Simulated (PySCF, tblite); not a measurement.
# C₂H₈BN₂Si radical: geometry, infrared bands and EPR parameters

Aim: predict the infrared bands and EPR parameters of C₂H₈BN₂Si radical (`C=[C][SiH2]NBN`).

Programs: tblite 0.8.0 and PySCF 2.14.0, with density-fitted response routines of our own. Each step states its level of theory. These are calculated values for one molecule in the gas phase, unless marked as measured. Atoms count from 0, in the outputs and in this text.

## (1) The starting structure

14 atoms, charge 0, multiplicity 2; geometry from: force field or distance geometry start.

Bonds of the start (Å): C0–C1 1.33, C1–Si2 1.81, Si2–N3 1.78, N3–B4 1.54, B4–N5 1.53, C0–H6 1.09, C0–H7 1.09, Si2–H8 1.49, Si2–H9 1.48, N3–H10 1.06, B4–H11 1.21, N5–H12 1.05, N5–H13 1.04.

## (2) Optimising the geometry with GFN2-xTB

What the job is given:

```
{"job": {"kind": "relax", "xc": "GFN2-xTB", "basis": "xTB"}, "charge": 0, "multiplicity": 2}
C      2.604100    -0.040400     1.359600
C      1.452800     0.587100     1.155500
Si     0.822400     0.958800    -0.500500
N     -0.387700    -0.273600    -0.923700
B     -1.829200     0.247500    -0.792400
N     -2.385200     0.606800     0.589900
H      3.259500    -0.379000     0.554300
H      2.908900    -0.218100     2.389600
H      1.961700     0.804300    -1.446600
H      0.223800     2.305200    -0.576900
H     -0.257300    -0.478900    -1.954000
H     -2.623800    -0.349100    -1.478300
H     -2.351000    -0.291100     1.141900
H     -3.399600     0.800000     0.459400
```

On the command line:

```bash
$ OMP_NUM_THREADS=1 python probes_run.py task.json out
```

One launch serves the whole session: the jobs run in the order shown.

What it wrote:

```text
step      E/eV     max force
  0    -463.88913    3.548
  1    -464.35584    2.479
  2    -464.74145    2.204
  3    -464.87823    1.185
  4    -464.97946    1.090
  5    -465.05292    0.836
  6    -465.12306    0.845
  7    -465.18117    0.714
  8    -465.23544    0.631
  9    -465.27939    0.645
 10    -465.32767    0.752
 11    -465.38303    0.890
 12    -465.44433    0.839
 13    -465.50825    1.080
 14    -465.51442    2.278
 15    -465.46699    2.727
 16    -465.60093    0.571
 17    -465.62184    0.410
 18    -465.64346    0.435
 19    -465.67075    0.585
 20    -465.68643    0.373
 21    -465.70225    0.330
 22    -465.71564    0.288
 23    -465.73214    0.344
 24    -465.74587    0.407
 25    -465.75661    0.323
 26    -465.76466    0.277
 27    -465.77305    0.417
 28    -465.77929    0.318
 29    -465.78440    0.181
 30    -465.78764    0.200
 31    -465.79145    0.211
 32    -465.79959    0.195
 33    -465.80952    0.271
 34    -465.81953    0.246
 35    -465.82774    0.213
 36    -465.83336    0.221
 37    -465.83939    0.220
 38    -465.84676    0.311
 39    -465.85264    0.221
 40    -465.85752    0.157
 41    -465.86031    0.160
 42    -465.86306    0.153
 43    -465.86696    0.141
 44    -465.87010    0.187
 45    -465.87188    0.150
 46    -465.87329    0.086
 47    -465.87460    0.081
 48    -465.87592    0.085
 49    -465.87723    0.108
 50    -465.87863    0.101
 51    -465.88040    0.110
 52    -465.88258    0.106
 53    -465.88475    0.112
 54    -465.88637    0.094
 55    -465.88768    0.100
 56    -465.88864    0.097
 57    -465.88952    0.097
 58    -465.89054    0.098
 59    -465.89223    0.128
 60    -465.89455    0.132
 61    -465.89700    0.097
 62    -465.89847    0.063
 63    -465.89891    0.060
 64    -465.89915    0.055
 65    -465.89950    0.048
 66    -465.90003    0.050
 67    -465.90039    0.047
 68    -465.90056    0.045
 69    -465.90066    0.036
 70    -465.90076    0.024
 71    -465.90087    0.024
 72    -465.90092    0.026
 73    -465.90097    0.021
 74    -465.90102    0.022
 75    -465.90109    0.023
 76    -465.90116    0.033
 77    -465.90124    0.035
 78    -465.90129    0.017
 79    -465.90132    0.012
 80    -465.90134    0.012
 81    -465.90137    0.021
 82    -465.90143    0.030
 83    -465.90153    0.034
 84    -465.90167    0.029
 85    -465.90180    0.029
 86    -465.90192    0.036
 87    -465.90209    0.040
 88    -465.90242    0.068
 89    -465.90292    0.085
 90    -465.90342    0.065
 91    -465.90375    0.056
 92    -465.90393    0.041
 93    -465.90409    0.043
 94    -465.90430    0.054
 95    -465.90455    0.039
 96    -465.90469    0.022
 97    -465.90475    0.021
 98    -465.90480    0.021
 99    -465.90489    0.022
100    -465.90506    0.027
101    -465.90520    0.031
102    -465.90530    0.031
103    -465.90543    0.031
104    -465.90561    0.033
105    -465.90588    0.047
106    -465.90614    0.046
107    -465.90630    0.035
108    -465.90640    0.037
109    -465.90648    0.034
110    -465.90670    0.034
111    -465.90722    0.057
112    -465.90778    0.052
113    -465.90805    0.045
114    -465.90816    0.017
115    -465.90820    0.018
116    -465.90825    0.017
117    -465.90831    0.020
118    -465.90836    0.023
119    -465.90842    0.023
120    -465.90848    0.021
121    -465.90853    0.014
122    -465.90856    0.012
123    -465.90857    0.011
124    -465.90859    0.011
125    -465.90862    0.013
126    -465.90868    0.016
127    -465.90879    0.027
128    -465.90897    0.031
129    -465.90918    0.039
130    -465.90931    0.035
131    -465.90946    0.040
132    -465.90953    0.035
133    -465.90964    0.027
134    -465.90980    0.045
135    -465.91008    0.057
136    -465.91033    0.057
137    -465.91050    0.037
138    -465.91059    0.020
139    -465.91064    0.018
140    -465.91069    0.020
141    -465.91076    0.029
142    -465.91085    0.023
143    -465.91097    0.039
144    -465.91107    0.039
145    -465.91121    0.046
146    -465.91132    0.027
147    -465.91140    0.032
148    -465.91156    0.034
149    -465.91174    0.051
150    -465.91203    0.063
151    -465.91239    0.057
152    -465.91279    0.063
153    -465.91320    0.053
154    -465.91341    0.084
155    -465.91389    0.056
156    -465.91420    0.043
157    -465.91463    0.081
158    -465.91481    0.035
159    -465.91503    0.041
160    -465.91516    0.074
161    -465.91544    0.031
162    -465.91558    0.047
163    -465.91574    0.052
164    -465.91581    0.031
165    -465.91586    0.018
166    -465.91593    0.022
167    -465.91595    0.023
168    -465.91601    0.028
169    -465.91607    0.018
170    -465.91612    0.023
171    -465.91615    0.013
172    -465.91617    0.021
173    -465.91619    0.014
174    -465.91621    0.009
```

Wall time 0.72 s (1 thread of Arm Neoverse V2, shared host).

The steps of the relaxation: (not every step is listed)

```tsv
step	energy from step 0 (eV)	largest force (eV/Å)
0	0.0000	3.5479
1	-0.4667	2.4787
2	-0.8523	2.2037
3	-0.9891	1.1851
4	-1.0903	1.0901
5	-1.1638	0.8362
6	-1.2339	0.8451
7	-1.2920	0.7143
8	-1.3463	0.6307
24	-1.8567	0.4071
40	-1.9684	0.1565
56	-1.9995	0.0973
72	-2.0118	0.0260
88	-2.0133	0.0683
104	-2.0165	0.0329
120	-2.0193	0.0215
136	-2.0212	0.0573
152	-2.0237	0.0628
168	-2.0269	0.0282
169	-2.0269	0.0184
170	-2.0270	0.0226
171	-2.0270	0.0131
172	-2.0270	0.0207
173	-2.0271	0.0136
174	-2.0271	0.0087
```

Close pairs (by a distance rule), those that changed most:

```tsv
bond	before (Å)	after (Å)	change (Å)
B4–N5	1.533	1.393	-0.140
N3–B4	1.538	1.424	-0.115
N3–H10	1.059	1.007	-0.051
N5–H12	1.055	1.008	-0.046
Si2–N3	1.778	1.732	-0.046
N5–H13	1.041	1.003	-0.037
C0–C1	1.327	1.292	-0.035
B4–H11	1.207	1.176	-0.031
```

The end geometry stands in the next job.

## (3) Harmonic vibrations with GFN2-xTB

What the job is given:

```
{"job": {"kind": "ir", "xc": "GFN2-xTB", "basis": "xTB"}, "charge": 0, "multiplicity": 2}
C      2.016249    -0.086766     1.624706
C      1.252891     0.470911     0.743344
Si     0.821199     1.107537    -0.929127
N     -0.632212     0.319423    -1.444819
B     -1.785779    -0.081948    -0.713665
N     -1.824000     0.045445     0.672690
H      3.022123    -0.449169     1.414465
H      1.712928    -0.237553     2.655864
H      1.807765     0.819425    -1.987676
H      0.651383     2.563905    -0.774189
H     -0.702291     0.188258    -2.441170
H     -2.713999    -0.528338    -1.280987
H     -1.032555     0.392586     1.191659
H     -2.594380    -0.244163     1.246738
```

What it wrote:

```text
mode    cm-1     km/mol
  1      28.7      0.26
  2      71.4      0.31
  3     132.7      2.27
  4     147.3      5.70
  5     176.0      0.04
  6     217.2      1.65
  7     316.9      4.39
  8     442.5     43.53
  9     477.1     36.58
 10     492.9     41.23
 11     516.7     59.29
 12     558.1    215.66
 13     592.3     35.14
 14     661.7     33.45
 15     705.6    131.72
 16     789.3    266.02
 17     802.1     50.99
 18     804.8    270.64
 19     861.0     20.16
 20     872.8     60.29
 21     891.0      3.63
 22    1061.8     17.64
 23    1106.0     41.72
 24    1287.4    245.84
 25    1362.4    198.35
 26    1363.0    121.69
 27    1523.4    151.07
 28    1790.0      2.12
 29    2109.7    437.63
 30    2150.0    260.85
 31    2573.2    260.46
 32    2895.0     22.58
 33    2976.2     23.91
 34    3437.8      1.36
 35    3474.9      1.40
 36    3545.8      0.52
```

It took 0.28 s on 1 thread of Arm Neoverse V2, shared host.

Which atoms move in the most intense modes:

```tsv
cm⁻¹	km/mol	atoms
558	215.7	H12 59 %, B4 12 %
789	266.0	Si2 26 %, H9 26 %, N3 16 %, H8 16 %
805	270.6	H8 32 %, H9 23 %, Si2 18 %
1287	245.8	H10 49 %, N3 34 %, B4 12 %
1362	198.3	B4 37 %, H7 19 %, H6 17 %
2110	437.6	H8 79 %, H9 17 %
2150	260.9	H9 80 %, H8 18 %
2573	260.5	H11 92 %
```

## (4) EPR parameters: B3LYP/pcH-1

The job, as its differences from that of step 3:

```diff
@@ -1,2 +1,2 @@
-{"job": {"kind": "ir", "xc": "GFN2-xTB", "basis": "xTB"}, "charge": 0, "multiplicity": 2}
+{"job": {"kind": "epr", "basis": "pcH-1"}, "charge": 0, "multiplicity": 2}
 C      2.016249    -0.086766     1.624706
```

Method: UKS B3LYP, pcH-1 on B C H N Si, non-relativistic, mean-field spin-orbit, GIAO.

What it wrote:

```text
UKS, coarse grid
  cycle   1  E = -504.83492032  |g| = 4.60e-01
  cycle   2  E = -504.75806656  |g| = 6.26e-01
  cycle   3  E = -504.92758109  |g| = 6.21e-02
  cycle   4  E = -504.92895574  |g| = 3.08e-02
  cycle   5  E = -504.92941014  |g| = 9.12e-03
  cycle   6  E = -504.92945930  |g| = 4.35e-03
  cycle   7  E = -504.92947707  |g| = 1.75e-03
  cycle   8  E = -504.92948484  |g| = 1.05e-03
  cycle   9  E = -504.92948666  |g| = 7.13e-04
UKS, final grid
  cycle   1  E = -504.92948834  |g| = 1.21e-03
  cycle   2  E = -504.92948645  |g| = 2.31e-03
  cycle   3  E = -504.92948925  |g| = 1.30e-04
  cycle   4  E = -504.92948929  |g| = 1.17e-04
  cycle   5  E = -504.92948932  |g| = 4.83e-05
  cycle   6  E = -504.92948932  |g| = 8.62e-06
E = -504.92948932 Eh   <S^2> = 0.7580 (exact 0.7500)
g shifts (ppm)      1          2          3
  rmc          -133       -133       -133
  gc             26         11         35
  oz_so        -558       -175        691
  total        -665       -298        594
hyperfine (MHz)  atom isotope    a_iso     a_fc   dipolar eigenvalues
    0   13C     -45.29     -45.29    -15.83      3.47     12.37
    1   13C     135.69     135.83    -77.39    -60.07    137.46
    2  29Si       3.92       3.94     -8.15      1.33      6.82
    3   14N       0.85       0.85     -0.39     -0.09      0.48
    4   11B      -0.93      -0.93     -0.87     -0.41      1.27
    5   14N       7.25       7.25     -1.17     -1.13      2.31
    6    1H     190.91     190.91     -4.62     -2.25      6.87
    7    1H     157.36     157.36     -5.52     -4.03      9.56
    8    1H      90.13      90.13     -3.55     -1.15      4.70
    9    1H       1.60       1.60     -3.95     -2.69      6.64
   10    1H      -0.88      -0.88     -1.63     -1.07      2.70
   11    1H       3.01       3.01     -0.92     -0.73      1.66
   12    1H      -5.05      -5.05    -11.27     -8.18     19.46
   13    1H       4.56       4.56     -2.45     -1.24      3.68
```

Wall time 44 s (1 thread of Arm Neoverse V2, shared host); peak memory 0.88 GiB.

Principal g values 2.00165, 2.00202, 2.00291; g(iso) = 2.00220, against 2.00232 for a free electron.

Hyperfine couplings; where a row names several nuclei, a(iso) is their mean (it holds for fast rotation or exchange) and the dipolar term the largest among them:

```tsv
nuclei	isotope	a(iso) (MHz)	a(iso) (G, at g = 2.0023)	largest dipolar term (MHz)
H6	1H	190.9	68.1	6.9
H7	1H	157.4	56.1	9.6
C1	13C	135.7	48.4	137.5
H8, H9	1H	45.9	16.4	6.6
C0	13C	-45.3	-16.2	-15.8
N5	14N	7.2	2.6	2.3
Si2	29Si	3.9	1.4	-8.1
H11	1H	3.0	1.1	1.7
B4	11B	-0.9	-0.3	1.3
H10	1H	-0.9	-0.3	2.7
N3	14N	0.9	0.3	0.5
H12, H13	1H	-0.2	-0.1	19.5
```

Mulliken spin populations:

C0 -0.18; C1 0.97; Si2 -0.01; N3 0.00; B4 0.00; N5 0.02; H6 0.08; H7 0.06; H8 0.05; H9 0.00; H10 0.00; H11 0.00; H12 0.00; H13 0.00

In first order the couplings over 0.8 MHz of 1H, 14N, 11B give 1716 distinct lines over 165.2 G, if the averaged nuclei exchange fast.

Orbitals, density, ELF and potential are computed afterwards from the orbital file.

ELF in a plane through or near 5 of the atoms.

Ten even steps from ' ' (0.00) to '@' (1.00):
```
                                                        
                                                        
                                                        
                                ..==++::                
            ==**++..          ..**@@@@%%::              
          **@@@@@@##      ..::--##@@@@%%..              
          ##@@@@@@##      --####****##::                
          --##@@%%++--==....####++++##::::==**==        
        ..--++--::######**  ..--##%%++--##@@@@%%::      
        --**##****%%--::%%--    ::..::--@@@@@@@@::      
        ::==++--++**==%%%%----++##%%##--++##%%**        
                ::++%%##....--%%==**##::                
                  ::==::--**..%%######--                
                  ..++%%++::..--==**##==                
                  ==@@@@@@@@**    ..--..                
                  **@@@@@@@@##..                        
                  ::##@@@@%%++                          
                    ..==++--..                          
                                                        
                                                        
```
The map spans 11.8 Å across and 10.4 Å up, centred on the molecule. Atoms in the plane (x, y in Å): C0 (-2.5, 0.6), N3 (1.2, -0.9), B4 (1.9, 0.3), H7 (-2.7, 1.7), H8 (-0.7, -2.6).

log10 of the density (e/Å³) in the same plane.

Ten even steps from ' ' (-4.0) to '@' (1.5):
```
                                                        
                                                        
                              ..........                
            ........        ..::------::..              
        ..::------::::....::--==++++++==--..            
      ..::--==++++==--::--====++**####++==::..          
      ::--==**####++======++**####%%##++==--::::..      
    ..::--++**####****++++++**##%%%%##**++====--::..    
    ..--==++**##%%####**++++++**######****++==--::..    
    ..--==++**######@@##**++++++**##%%****++++--::..    
    ..::--==++****########******######**++++==--::..    
      ..::--====++++****########%%%%##++==----::..      
        ..::----==++++**%%@@########**++==--::..        
            ..::--==++**####********++==--::..          
              ..--==++**##**++========--::..            
              ..::--==++**++==----::::..                
                ..::--======--::::..                    
                ....::------::....                      
                    ..........                          
                                                        
```
The map spans 11.8 Å across and 10.4 Å up, centred on the molecule. Atoms in the plane (x, y in Å): C0 (-2.5, 0.6), N3 (1.2, -0.9), B4 (1.9, 0.3), H7 (-2.7, 1.7), H8 (-0.7, -2.6).

On the surface of density 0.002 e/bohr³ the electrostatic potential runs, from the 1st to the 99th percentile, from -0.88 V near N5 to 1.51 V near H10.

The spin density lies nearest to C1 64 %; C0 8 % (beta excess); H6 8 %.

## (5) Outcome

```
                                 quantity                  value
strongest single infrared mode (GFN2-xTB)  2110 cm⁻¹, 438 km/mol
             zero-point energy (GFN2-xTB)          61.8 kcal/mol
                           g(iso) (B3LYP)                2.00220
                                     ⟨S²⟩     0.758 (exact 0.75)
       largest a(iso) (averaged by class)    1H on H6, 190.9 MHz
    surface potential, 1st and 99th percentile     -0.88 V and 1.51 V
```

In words: Over 174 steps the energy fell by 2.027 eV; of the close pairs, B4–N5 changed most, 1.533 to 1.393 Å. All 36 modes are real, so the xTB geometry is a minimum. The strongest single mode, at 2110 cm⁻¹, moves mainly H8. GFN2-xTB is a fitted tight-binding method: band positions and strengths are rough. Its intensities can rank the bands wrongly. C1 carries the largest spin population, 0.97 e. The isotropic g lies 0.1 ppt below the free-electron value.
